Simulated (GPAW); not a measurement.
PbF2 (Fluorocronite) in GPAW: the effect of target pressure

The system is PbF2 (Fluorocronite).

```xyz
3
Lattice="0.0000 2.9637 2.9637 2.9637 0.0000 2.9637 2.9637 2.9637 0.0000" Properties=species:S:1:pos:R:3 pbc="T T T"
Pb    0.0000    0.0000    0.0000
F     4.4455    4.4455    4.4455
F     1.4818    1.4818    1.4818
```

Alike in all runs:

| Quantity | Value |
| --- | --- |
| Program | GPAW 26.7.0 |
| Task | relaxation of cell and atoms |
| Functional | PBEsol |
| Potentials or basis | PAW data sets generated in the run's folder for this functional |
| Cutoff | 800 eV |
| Basis | pw |
| k mesh | 8 × 8 × 8 |
| Occupations | fermi-dirac, width 0.05 eV |
| Spin | no spin polarisation |

Each run relaxes the cell or the atoms first.

| target pressure | target pressure | relaxed volume (Å³/atom) | gap on the mesh (eV) |
| --- | --- | --- | --- |
| 0 GPa | - | ? | ? |
| 2 GPa | 2 GPa | 16.40 | 4.21 |
| 5 GPa | 5 GPa | 15.91 | 4.19 |
| 10 GPa | 10 GPa | 15.22 | 4.15 |
| 20 GPa | 20 GPa | 14.21 | 4.08 |
| 30 GPa | 30 GPa | 13.46 | 3.95 |

**Question.** What does the run with target pressure 0 GPa give?

**Answer.** Relaxed volume 16.76 Å³/atom; gap on the mesh 4.22 eV.

Worked out: In Murnaghan's law V^(-B') rises as a straight line in P. The other rows fit best with B' = 4.1, V0 = 16.78 Å³/atom and B0 = 84 GPa, which gives 16.78 Å³/atom at 0 GPa, against the run's 16.76. A parabola through the other rows of the gap on the mesh, of slope -0.00396 eV per GPa there, extrapolates to 4.21 eV, against the run's 4.22.

Caveats: later steps reuse the first step's grids; spin-orbit coupling is left out, which as a rule narrows the gap of such compounds by several tenths of an eV; the volume moved by over 15 % at a fixed basis, so the end points are rough (some runs).

A k mesh can miss the band edges.

Runs at the PBE level aren't shown here.
